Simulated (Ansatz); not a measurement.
# The Sb atom under LDA: a free atom in a box

Aim: the energy of a free antimony atom, the zero for cohesive energies. It is solved at Γ with spin polarisation and no symmetry, from 1 unpaired electron. The moment is free to change.

Method: DFT LDA (PW92), plane waves (420 eV) with PAW, scalar-relativistic; the PAW data stem from PBE, with regenerated cores, in Ansatz 0.2.0.

**1. The system in its box**

Periodic box: 14.0 × 14.4 × 14.8 Å.

As a file:

```
CELL_PARAMETERS angstrom
14.00000 0.00000 0.00000
0.00000 14.40000 0.00000
0.00000 0.00000 14.80000
ATOMIC_POSITIONS crystal
Sb 0.50000 0.50000 0.50000
```

**2. Start with 1 unpaired electron**

input.yaml

```yaml
crystal:
  lattice:
    - [14.0, 0.0, 0.0]
    - [0.0, 14.4, 0.0]
    - [0.0, 0.0, 14.8]
  atoms:
    - { symbol: Sb, position: [0.5, 0.5, 0.5], spin: 1.0 }
  symmetry: { detect: false, time_reversal: true }
hamiltonian:
  xc: lda
  pseudopotentials:
    kind: paw
    azcp:
      Sb: "pseudopotentials/Sb.paw.azcp"
basis:
  ecutwfc: 420
  fft_grid_basis: typed
kpoints:
  mp_grid: { grid: [1, 1, 1], shift: [0, 0, 0] }
magnetization:
  spin_polarized: true
scf:
  occupations: { method: fermi_dirac, width: 0.01 }
```

Started as:

```console
> ansatz run input.yaml --threads 4 --pin off --max-ram 8192MiB --backend cpu --events-out ev --progress --plain --runs-dir out
```

Q: Predict the outcome of this session. Wanted: start 1: end moment; gap between levels; above A7 rhombohedral.

**Answer**, as computed:

```
             quantity         value
  start 1: end moment       3.00 μB
   gap between levels       1.57 eV
above A7 rhombohedral  3.65 eV/atom
```

In words: The moment moves from 1 to 3.00 μB. Against A7 rhombohedral, computed apart with the same settings, the atom stands 3.65 eV higher. If this is the atom's lowest state, that is the cohesive energy, without zero-point motion or spin-orbit coupling.

The gaps are Kohn-Sham values of a semilocal functional, not quasiparticle or optical gaps. Such gaps usually fall short of the measured ones; spin-orbit coupling, left out here, narrows gaps with Sb, so the two errors partly cancel.
